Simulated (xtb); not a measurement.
**C4H7B (SMILES CBC#CC): GFN2-xTB**

Wanted: a structure relaxation of C4H7B. 

Program for the calculation: xtb 6.7.1.

**1. The system as given**

The species is C4H7B (12 atoms), meant as a singlet with charge 0. SMILES: `CBC#CC`. All atoms were displaced at random from a relaxed shape. The run starts from this shape.

Bond lengths: C1–B2 1.593 Å, B2–C3 1.612 Å, C3–C4 1.102 Å, C4–C5 1.408 Å, C1–H6 1.162 Å, C1–H7 1.042 Å, C1–H8 1.023 Å, B2–H9 1.150 Å, C5–H10 1.237 Å, C5–H11 1.105 Å, C5–H12 1.170 Å. Some angles: C1–B2–C3 120.0°, B2–C3–C4 176.8°, C3–C4–C5 176.1°, C1–B2–H9 124.9°, C3–B2–H9 115.0°, B2–C1–H6 102.8°, B2–C1–H7 109.9°, B2–C1–H8 107.2°, C4–C5–H10 111.0°, C4–C5–H11 114.2°.

**2. A structure relaxation at GFN2-xTB**

Input file xtb.inp:

```
$opt
   hessian=lindh
$end
```

Input file input.xyz:

```xyz
12

C     -2.003230     0.352470     1.376780
B     -0.453790    -0.000660     1.483360
C      0.440960    -0.110050     0.147260
C      1.055630    -0.245130    -0.757070
C      1.784360    -0.354200    -1.957430
H     -2.082590     1.345110     1.975640
H     -2.259120     0.528280     0.381790
H     -2.518930    -0.416550     1.811170
H      0.097350    -0.259840     2.459100
H      2.952120    -0.698440    -1.736410
H      1.345060    -1.054470    -2.691160
H      1.961690     0.710040    -2.409920
```

Launch:

```
xtb input.xyz --gfn 2 --opt normal --uhf 0 --input xtb.inp --parallel 1 > input.out 2> xtb.err
```

Q: Predict the results. Wanted: total energy at the end; dipole moment; HOMO energy; LUMO energy; HOMO–LUMO gap; dispersion energy; mean polarisability.

Computed results:

At GFN2-xTB:

```
                      quantity          value
       total energy at the end   -13.29443 Eh
                 dipole moment         1.23 D
                   HOMO energy      -10.37 eV
                   LUMO energy       -6.81 eV
                 HOMO–LUMO gap        3.57 eV
             dispersion energy  -13.36 kJ/mol
mean polarisability (D4 model)     57.6 bohr³
```

**Reading.** At the final geometry: Bond lengths: C1–B2 1.577 Å, B2–C3 1.498 Å, C3–C4 1.209 Å, C4–C5 1.445 Å, C1–H6 1.090 Å, C1–H7 1.087 Å, C1–H8 1.090 Å, B2–H9 1.175 Å, C5–H10 1.090 Å, C5–H11 1.090 Å, C5–H12 1.090 Å. Some angles: C1–B2–C3 120.7°, B2–C3–C4 179.7°, C3–C4–C5 179.8°, C1–B2–H9 119.9°, C3–B2–H9 119.4°, B2–C1–H6 110.2°, B2–C1–H7 114.4°, B2–C1–H8 110.3°, C4–C5–H10 110.7°, C4–C5–H11 109.9°. The optimisation took 11 steps and changed the energy by -1.557 eV. Mulliken charges run from -0.18 on C1 to +0.24 on B2.
